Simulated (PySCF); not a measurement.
**PtS₂: singlet, from a bent start**

Where does singlet PtS₂ go from a bent start, is the end point a minimum, and what are its modes, charges and moments?

Computed with PySCF 2.14.0. Level: PBE0, basis Pt def2-SVP with ECP60, S def2-SVP, scalar-relativistic core potentials, no spin–orbit coupling, density fitting.

## (1) The system as given

3 atoms, charge 0, spin multiplicity 1.

Bond lengths: Pt1–S2 2.060 Å, Pt1–S3 2.060 Å. Angles: S2–Pt1–S3 110.0°.

```xyz
3
charge 0 multiplicity 1
Pt    0.0000    0.0000    0.0000
S     1.6875    0.0000    1.1816
S    -1.6875    0.0000    1.1816
```

## (2) Finding the electronic state

The steps below are one call of a driver around PySCF. For each, scf.py gives the equivalent set-up of the SCF; relaxations use the driver's own optimiser. After this first run the driver tries any further starts and a stability analysis.

scf.py reads:

```python
from pyscf import gto, scf, dft
mol = gto.M(atom='''
Pt     0.000000     0.000000     0.000000
S      1.687500     0.000000     1.181600
S     -1.687500     0.000000     1.181600''',
    basis={'Pt': 'def2-SVP', 'S': 'def2-SVP'},
    ecp={'Pt': 'def2-SVP'},
    charge=0, spin=0)
mf = dft.RKS(mol, xc='PBE0')
mf.grids.atom_grid = (50, 194)
aux = {'Pt': 'def2-universal-JKFIT', 'S': 'def2-universal-JKFIT'}
mf = mf.density_fit(auxbasis=aux)
mf.conv_tol = 1e-08
mf.diis_space = 10
mf.max_cycle = 60
mf.init_guess = 'minao'
mf.verbose = 4
mf.kernel()
```

Started as:

```bash
$ OMP_NUM_THREADS=2 python axn.py task.json out
```

Log:

```text
init E= -903.833923253014
  HOMO = -0.585003517050173  LUMO = -0.562721964562459  gap/eV = 0.60631
cycle= 1 E= -914.417321025612  delta_E= -10.6  |g|= 1.53  |ddm|= 7.99
  HOMO = 0.101868555853477  LUMO = 0.109693867302631  gap/eV = 0.21294
cycle= 2 E= -903.277420478964  delta_E= 11.1  |g|=  5.2  |ddm|= 12.8
  HOMO = -0.271170083043379  LUMO = -0.22717889454663  gap/eV = 1.19706
cycle= 3 E= -915.148965988465  delta_E= -11.9  |g|= 0.0898  |ddm|= 12.3
  HOMO = -0.246533275264064  LUMO = -0.17958476175565  gap/eV = 1.82176
cycle= 4 E= -915.149873339124  delta_E= -0.000907  |g|= 0.0918  |ddm|= 0.254
  HOMO = -0.256275336996885  LUMO = -0.190284695131241  gap/eV = 1.79570
cycle= 5 E= -915.150881278639  delta_E= -0.00101  |g|= 0.0628  |ddm|= 0.0798
  HOMO = -0.256328462493127  LUMO = -0.189657842188604  gap/eV = 1.81420
cycle= 6 E= -915.151681480593  delta_E= -0.0008  |g|= 0.0294  |ddm|= 0.0406
  HOMO = -0.258070367575019  LUMO = -0.191077113997948  gap/eV = 1.82298
cycle= 7 E= -915.151888465187  delta_E= -0.000207  |g|= 0.00739  |ddm|= 0.0276
  HOMO = -0.258561341257711  LUMO = -0.191502628900497  gap/eV = 1.82476
cycle= 8 E= -915.1519006937  delta_E= -1.22e-05  |g|= 0.000821  |ddm|= 0.00748
  HOMO = -0.258478734175631  LUMO = -0.191426504218476  gap/eV = 1.82458
cycle= 9 E= -915.151900854984  delta_E= -1.61e-07  |g|= 0.000253  |ddm|= 0.000923
  HOMO = -0.258478594765313  LUMO = -0.19142985971499  gap/eV = 1.82449
cycle= 10 E= -915.151900872074  delta_E= -1.71e-08  |g|= 2.58e-05  |ddm|= 0.000288
  HOMO = -0.258478808017808  LUMO = -0.191430654361284  gap/eV = 1.82447
cycle= 11 E= -915.151900872491  delta_E= -4.17e-10  |g|= 1.05e-05  |ddm|= 8.96e-05
  HOMO = -0.258479437348392  LUMO = -0.19143076721923  gap/eV = 1.82449
Extra cycle  E= -915.15190087224  delta_E= 2.51e-10  |g|= 3.32e-05  |ddm|= 4.45e-05
converged SCF energy = -915.15190087224
```

This step, with its further starts and checks, ran for 9.2 s (2 threads of Intel Xeon at 2.70GHz, shared host).

The starts that the driver tried:

| start | energy (Eh) |
| --- | --- |
| the minimal-basis guess | -915.151901 |
| a thermally smeared density | -915.151901 |
| a smeared PBE density | -915.151901 |

The test of internal stability and the other starts found no lower closed-shell solution.

## (3) Relaxing the singlet from the bent start

The program finds C2v symmetry in the start, which this walk keeps. The walk stops when the largest gradient is under 0.0003 Eh/bohr and the energy has settled too.

Edit scf.py of step 2 so:

```diff
@@ -3,3 +3,3 @@
-Pt     0.000000     0.000000     0.000000
-S      1.687500     0.000000     1.181600
-S     -1.687500     0.000000     1.181600''',
+Pt     0.000000     0.000000    -0.291826
+S      1.687500     0.000000     0.889774
+S     -1.687500     0.000000     0.889774''',
@@ -16 +15,0 @@
-mf.init_guess = 'minao'
```

The optimiser's trace:

| step | energy (Eh) | change (kJ/mol) | largest symmetric gradient (Eh/bohr) |
| --- | --- | --- | --- |
| 0 | -915.151901 | 0.00 | 0.02039 |
| 1 | -915.157692 | -15.21 | 0.01945 |
| 2 | -915.166154 | -37.42 | 0.03512 |
| 3 | -915.169318 | -45.73 | 0.02736 |
| 4 | -915.173805 | -57.51 | 0.00921 |
| 5 | -915.175356 | -61.58 | 0.01301 |
| 6 | -915.175943 | -63.12 | 0.00439 |
| 7 | -915.176414 | -64.36 | 0.00185 |
| 8 | -915.176578 | -64.79 | 0.00320 |
| 9 | -915.176633 | -64.93 | 0.00063 |
| 10 | -915.176652 | -64.98 | 0.00048 |
| 11 | -915.176661 | -65.01 | 0.00038 |
| 12 | -915.176664 | -65.02 | 0.00019 |
| 13 | -915.176665 | -65.02 | 0.00009 |

The walk took 30 s.

Positions (Å) and forces (eV/Å) along the way:

```
step 0
Pt   0.000   0.000  -0.292   0.000   0.000   0.131
S    1.688   0.000   0.890   1.048   0.000  -0.066
S   -1.688   0.000   0.890  -1.048   0.000  -0.066
step 1
Pt   0.000   0.000  -0.237   0.000   0.000   1.000
S    1.769   0.000   0.863   0.280   0.000  -0.500
S   -1.769   0.000   0.863  -0.280   0.000  -0.500
step 7
Pt   0.000   0.000   0.324   0.000   0.000   0.095
S    2.063   0.000   0.582  -0.052   0.000  -0.048
S   -2.063   0.000   0.582   0.052   0.000  -0.048
step 13
Pt   0.000   0.000   0.489   0.000   0.000   0.001
S    2.080   0.000   0.499  -0.005   0.000   0.000
S   -2.080   0.000   0.499   0.005   0.000   0.000
```

After 13 steps and 65.0 kJ/mol it ends at D∞h: Pt–S 2.080 Å (×2); S–Pt–S 179.5°.

## (4) Is it a minimum? Harmonic modes

On the finer grid the gradient is checked again; gradients at displacements of ±0.02 bohr then give force constants and infrared intensities.

Edit scf.py of step 3 so:

```diff
@@ -3,3 +3,3 @@
-Pt     0.000000     0.000000    -0.291826
-S      1.687500     0.000000     0.889774
-S     -1.687500     0.000000     0.889774''',
+Pt    -0.000000    -0.000000     0.000000
+S      2.079229     0.000000     0.000000
+S     -2.079229     0.000000     0.000000''',
@@ -10 +10 @@
-mf.grids.atom_grid = (50, 194)
+mf.grids.atom_grid = (75, 302)
@@ -13 +13 @@
-mf.conv_tol = 1e-08
+mf.conv_tol = 1e-10
```

The driver hands on the density of the step before, so the log starts near convergence.

SCF at the final geometry:

```text
init E= -915.176731448984
  HOMO = -0.307291057110906  LUMO = -0.185849925174395  gap/eV = 3.30458
cycle= 1 E= -915.176731448571  delta_E= 4.13e-10  |g|= 3.53e-05  |ddm|= 4.3e-05
  HOMO = -0.307291974188615  LUMO = -0.185850358015246  gap/eV = 3.30459
cycle= 2 E= -915.176731434596  delta_E= 1.4e-08  |g|= 0.000205  |ddm|= 0.000249
  HOMO = -0.307291531612776  LUMO = -0.1858501633249  gap/eV = 3.30459
cycle= 3 E= -915.176731448995  delta_E= -1.44e-08  |g|= 4.11e-06  |ddm|= 0.000213
  HOMO = -0.307291279164838  LUMO = -0.185850049983816  gap/eV = 3.30458
cycle= 4 E= -915.176731448997  delta_E= -2.5e-12  |g|= 6.19e-08  |ddm|= 3.87e-06
  HOMO = -0.307291284177413  LUMO = -0.185850040356068  gap/eV = 3.30458
Extra cycle  E= -915.176731448998  delta_E= -1.14e-12  |g|= 1.55e-07  |ddm|= 2.41e-07
converged SCF energy = -915.176731448998
```

The whole step took 22 s.

Geometry: D∞h; Pt–S 2.079 Å (×2); S–Pt–S 180.0°.

Harmonic modes (main isotopes):

| symmetry | ω (cm⁻¹) | IR (km/mol) |
| --- | --- | --- |
| πu | 33 | 0.3 |
| σg+ | 527 | 0.0 |
| σu+ | 538 | 49.7 |

All wavenumbers are real: a minimum.

Constants and moments:

* Dipole moment: 0.00 D
* Highest occupied level: -8.36 eV
* Lowest empty level: -5.06 eV
* Rotational constants: 0.06098 cm⁻¹
* Zero-point energy: 6.8 kJ/mol
* Principal polarisabilities: 40.2, 40.2, 134.1 bohr³
* Atomisation energy without zero-point energy: 659 kJ/mol
* Principal traceless quadrupole moments about the centre of mass: -0.97, -0.97, 1.94 D Å
* Entropy at 298.15 K and 1 bar: 300.4 J/(mol K)
* Heat capacity Cp at 298.15 K: 55.6 J/(mol K)
* Enthalpy at 298.15 K above 0 K: 14.31 kJ/mol
* Rotational symmetry number: 2

Populations by atom (charges in e):

```tsv
atom	Mulliken	Löwdin	polar tensor	Mayer order to Pt1
Pt1	0.01	-0.60	0.46	–
S2,3	-0.01	0.30	-0.23	1.81
```

Outer orbital energies (eV). occupied: -11.69, -11.69, -9.34, -9.34, -8.91, -8.50, -8.50, -8.36; empty: -5.06, -5.06, 0.82, 0.82.

Mulliken populations on Pt1 (outside its core potential): s 3.15, p 6.35, d 8.45, f 0.03.

## (5) Stability of the closed shell

At the lowest minimum the closed shell is tested against spin polarisation, on the (50, 194) grid. It is unstable: an open-shell solution lies lower. That solution was not followed to a minimum here.

## (6) What came out

| quantity | value |
| --- | --- |
| minimum | singlet, D∞h (closed shell, unstable towards spin polarisation) |
| geometry | Pt–S 2.079 Å (×2); S–Pt–S 180.0° |
| wavenumbers (cm⁻¹) | 33 (πu), 527 (σg+), 538 (σu+) |
| dipole moment | 0.00 D |
| highest occupied, lowest empty level | -8.36, -5.06 eV |
| polar-tensor charge of Pt1 | +0.46 e |
| zero-point energy | 6.8 kJ/mol |

What this shows: The bent start (C2v) ends in a minimum of D∞h symmetry. In the infrared the band at 538 cm⁻¹ (σu+, stretch) leads. Pt1 has a polar-tensor charge of +0.5 e (a dipole derivative, not a static charge), yet symmetry cancels the bond dipoles. Only this shape and spin were tried, so other structures or states may lie lower. A stability analysis at the minimum finds the closed shell unstable towards spin polarisation: an open-shell solution lies lower, and these values are not those of the lowest state. With an element this heavy the missing spin–orbit coupling can shift these numbers.

The search up to here ran for 65 s (2 threads of Intel Xeon at 2.70GHz, shared host).
